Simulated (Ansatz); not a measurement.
# C3H12GaP: up Jacob's ladder to CCSD(T)

An exercise on one series of results from a longer session: the logs are not shown, and one member is left open.

The runs use Ansatz 0.2.0, Gaussian basis; functionals in def2-TZVPP, the program's frozen cores in correlated methods.

Plan: LDA (SPW92), PBE-D4, revPBE-D4, BLYP-D4, r2SCAN-D4, B97M-V, PBE0-D4, B3LYP-D4, r2SCANh-D4, r2SCAN0-D4, HSE06-D4, BHLYP-D4, CAM-B3LYP-D4, LC-ωPBE, ωB97X-V, ωB97M-V, B2PLYP, PBE-QIDH; CCSD(T)/def2-SVP; MP2/def2-TZVPP; MP2/def2-QZVPP; RPA on PBE.

### The geometry

The geometry comes from an earlier relaxation with PBE0-D4 in a triple-zeta def2 set; it is a stationary point, not always the lowest conformer.

SMILES `[CH3][Ga-]([CH3])([CH3])[PH3+]`, 17 atoms, charge 0, spin multiplicity 1.

Atoms are counted from 1 here; the program's logs count them from 0.

Bond lengths: C1–Ga2 1.992 Å, C1–H6 1.095 Å, C1–H7 1.093 Å, C1–H8 1.093 Å, Ga2–C3 1.992 Å, Ga2–C4 1.992 Å, Ga2–P5 2.653 Å, C3–H9 1.093 Å, C3–H10 1.093 Å, C3–H11 1.095 Å, C4–H12 1.093 Å, C4–H13 1.095 Å, C4–H14 1.093 Å, P5–H15 1.413 Å, P5–H16 1.413 Å, P5–H17 1.412 Å. Angles: Ga2–C1–H6 109.3°, Ga2–C1–H7 112.3°, Ga2–C1–H8 112.3°, H6–C1–H7 107.2°, H6–C1–H8 107.2°, H7–C1–H8 108.4°, C1–Ga2–C3 118.5°, C1–Ga2–C4 118.5°, C1–Ga2–P5 97.2°, C3–Ga2–C4 118.5°, C3–Ga2–P5 97.0°, C4–Ga2–P5 97.3°, Ga2–C3–H9 112.3°, Ga2–C3–H10 112.3°, Ga2–C3–H11 109.3°, H9–C3–H10 108.4°, H9–C3–H11 107.2°, H10–C3–H11 107.2° and more.

Coordinates:

```
C    -0.45639    1.01517   -1.81089
Ga    0.36350   -0.10101   -0.37976
C     1.94006    0.62067    0.60038
C     0.11471   -2.07549   -0.45478
P    -1.44026    0.39317    1.50167
H     0.15447    0.94706   -2.71659
H    -0.50770    2.07124   -1.53445
H    -1.46218    0.67813   -2.07382
H     1.83018    1.68199    0.83688
H     2.13413    0.07858    1.52926
H     2.83222    0.51977   -0.02568
H     0.33520   -2.55727    0.50106
H     0.80067   -2.49821   -1.19563
H    -0.89812   -2.35419   -0.75608
H    -2.53858    1.23870    1.22965
H    -2.17601   -0.66589    2.07816
H    -1.04482    1.00717    2.71071
```

The first run:

The input, in.yaml:

```yaml
crystal:
  periodic: [false, false, false]
  atoms:
    - {symbol: C, position_ang: [-0.456394, 1.015169, -1.810885]}
    - {symbol: Ga, position_ang: [0.363499, -0.101007, -0.379755]}
    - {symbol: C, position_ang: [1.940063, 0.620673, 0.600382]}
    - {symbol: C, position_ang: [0.114713, -2.075487, -0.454778]}
    - {symbol: P, position_ang: [-1.440262, 0.393167, 1.501665]}
    - {symbol: H, position_ang: [0.154473, 0.947062, -2.716586]}
    - {symbol: H, position_ang: [-0.507696, 2.071235, -1.534450]}
    - {symbol: H, position_ang: [-1.462182, 0.678127, -2.073817]}
    - {symbol: H, position_ang: [1.830181, 1.681989, 0.836879]}
    - {symbol: H, position_ang: [2.134129, 0.078580, 1.529258]}
    - {symbol: H, position_ang: [2.832223, 0.519766, -0.025679]}
    - {symbol: H, position_ang: [0.335205, -2.557266, 0.501064]}
    - {symbol: H, position_ang: [0.800674, -2.498205, -1.195634]}
    - {symbol: H, position_ang: [-0.898118, -2.354192, -0.756077]}
    - {symbol: H, position_ang: [-2.538581, 1.238705, 1.229652]}
    - {symbol: H, position_ang: [-2.176011, -0.665886, 2.078155]}
    - {symbol: H, position_ang: [-1.044819, 1.007170, 2.710706]}
basis:
  gaussian: {orbitals: def2-TZVPP}
hamiltonian: {xc: lda}
output: {orbitals: {seedname: orbitals}}
```

Started as:

```sh
$ ansatz run in.yaml --threads 8 --pin off --events-out ev --progress --plain --max-ram 20889MiB
```

Among the steps run: LDA; PBE-D4 (GGA); revPBE-D4 (GGA); BLYP-D4 (GGA); r2SCAN-D4 (meta-GGA); B97M-V (meta-GGA); B3LYP-D4 (hybrid); r2SCANh-D4 (hybrid); r2SCAN0-D4 (hybrid); HSE06-D4 (hybrid); BHLYP-D4 (hybrid); CAM-B3LYP-D4 (range-separated); LC-ωPBE (range-separated); ωB97X-V (range-separated); ωB97M-V (range-separated); B2PLYP (double hybrid); PBE-QIDH (double hybrid).

One of the session's tables, all rows but one given; the rest of the session is left out.

It belongs to the step «Frontier levels by functional». 

```
  functional  HOMO (eV)  gap (eV)
 LDA (SPW92)          ?         ?
      PBE-D4      -5.77      4.85
   revPBE-D4      -5.71      4.86
     BLYP-D4      -5.64      4.83
   r2SCAN-D4      -6.00      5.34
      B97M-V      -6.07      5.23
     PBE0-D4      -6.97      6.94
    B3LYP-D4      -6.76      6.50
  r2SCANh-D4      -6.45      6.10
  r2SCAN0-D4      -7.13      7.25
    HSE06-D4      -6.57      6.16
    BHLYP-D4      -8.08      8.98
CAM-B3LYP-D4      -8.32      9.36
     LC-ωPBE      -9.67     11.89
     ωB97X-V      -9.31     11.36
     ωB97M-V      -9.21     11.02
```

Q: Estimate the row for LDA (SPW92) from the others.

As computed: HOMO (eV): -5.93; gap (eV): 4.87. In the column «HOMO (eV)» it lies between r2SCAN-D4 (-6.00) and PBE-D4 (-5.77).
